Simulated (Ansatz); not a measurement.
# CH6OSi: the cost of one run

Computed with Ansatz 0.2.0, Gaussian basis. Level: PBE0-D4/def2-TZVP structures, single points in def2-TZVPP, no counterpoise correction.

Levels: SPW92, PBE-D4, BLYP-D4, r2SCAN-D4, B97M-V, PBE0-D4, B3LYP-D4, r2SCAN0-D4, BHLYP-D4, CAM-B3LYP-D4, wB97X-V, wB97M-V, B2PLYP, PBE-QIDH, RPA on PBE, Hartree-Fock, MP2, CCSD, CCSD(T).

Cores are frozen in the correlated methods. B3LYP uses VWN-RPA correlation. B2PLYP carries no dispersion term here.

94 further runs of the same task are left out: 94 set aside as unsound or not needed. Runs told in other sessions of the task aren't counted.

## (1) The system as given

The complex: 14 atoms, charge 0, spin multiplicity 1.

Atoms are counted from 1 here; the program's logs count them from 0.

Bond lengths: Si1–H2 1.490 Å, Si1–O3 1.643 Å, Si1–H5 1.480 Å, Si1–H6 1.490 Å, O3–C4 1.408 Å, C4–H9 1.097 Å, C4–H10 1.091 Å, C4–H11 1.097 Å, H7–C8 1.090 Å, C8–H12 1.090 Å, C8–H13 1.090 Å, C8–H14 1.090 Å. Angles: H2–Si1–O3 110.8°, H2–Si1–H5 110.5°, H2–Si1–H6 108.0°, O3–Si1–H5 106.4°, O3–Si1–H6 110.8°, H5–Si1–H6 110.5°, Si1–O3–C4 122.3°, O3–C4–H9 111.5°, O3–C4–H10 108.3°, O3–C4–H11 111.5°, H9–C4–H10 108.4°, H9–C4–H11 108.5°, H10–C4–H11 108.4°, H7–C8–H12 109.6°, H7–C8–H13 109.3°, H7–C8–H14 109.6°, H12–C8–H13 109.4°, H12–C8–H14 109.6° and more.

Coordinates:

```xyz
14

Si   -0.5476   -0.3127    0.2226
H     0.6059   -1.0288   -0.3912
O    -1.2928   -1.2588    1.3397
C    -0.6222   -1.7549    2.4740
H    -1.5665    0.0033   -0.8034
H    -0.0325    0.9377    0.8483
H     1.7276    1.3364   -1.8030
C     0.9611    1.8196   -2.4088
H     0.2238   -2.3939    2.1938
H    -1.3272   -2.3513    3.0555
H    -0.2495   -0.9421    3.1086
H     0.3711    1.0617   -2.9237
H     1.4375    2.4678   -3.1438
H     0.3114    2.4162   -1.7687
```

Its parts: CH₆OSi holds atoms 1, 2, 3, 4, 5, 6, 9, 10, 11; CH₄ holds atoms 7, 8, 12, 13, 14. Each part counts its atoms afresh in its own runs.

## (2) Relaxing CH₆OSi alone

relax-a/in.yaml reads:

```yaml
crystal:
  periodic: [false, false, false]
  atoms:
    - {symbol: Si, position_ang: [-0.547644, -0.312674, 0.222638]}
    - {symbol: H, position_ang: [0.605889, -1.028811, -0.391225]}
    - {symbol: O, position_ang: [-1.292800, -1.258819, 1.339750]}
    - {symbol: C, position_ang: [-0.622223, -1.754949, 2.473954]}
    - {symbol: H, position_ang: [-1.566528, 0.003269, -0.803441]}
    - {symbol: H, position_ang: [-0.032471, 0.937733, 0.848349]}
    - {symbol: H, position_ang: [0.223797, -2.393882, 2.193751]}
    - {symbol: H, position_ang: [-1.327201, -2.351284, 3.055549]}
    - {symbol: H, position_ang: [-0.249459, -0.942062, 3.108597]}
basis:
  gaussian: {orbitals: def2-TZVP}
hamiltonian: {xc: pbe0, dispersion: d4}
relax: {f_tol: 0.005, max_steps: 200}
```

The run is started by

```bash
$ ansatz run in.yaml --threads 8 --pin off --events-out ev --progress --plain --max-ram 19148MiB
```

**Question.** How long does this run take on 8 threads of Intel Xeon 6975P-C, shared host?

About 1.9 s.
